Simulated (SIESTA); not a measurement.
The system is AlSn.

```
Sn Al
1.0
     4.19811    0.00000    0.00000
    -2.09905    3.63567    0.00000
     0.00000    0.00000    3.30685
Sn Al
1 1
Direct
  0.33333 0.66667 0.50000
  0.00000 0.00000 0.00000
```

The cell comes from a database or a generator and needn't be the stable form of this composition.

Program: SIESTA 5.4.2. Alike in all runs: task single point; potentials or basis PseudoDojo 0.4 standard (PBE files), DZP (energy shift 0.003 Ry; two zetas on semicore shells); no spin polarisation; cell as given; k mesh 7 × 7 × 8; smearing fermi-dirac 0.05 eV; grid cutoff 500 Ry; energy shift 0.003 Ry.

Q: Order these runs on this cell by their pressure, lowest first.
A. level vdW-DF-cx
B. level vdW-DF2
C. level vdW-DF
D. level optB88-vdW

A: A (-0.5 GPa), D (1.7 GPa), C (3.5 GPa), B (6.2 GPa).

Caveats: the potentials were made for another functional, which shifts forces and pressure; the basis of atomic orbitals isn't converged, which shifts pressures, moduli and gaps.
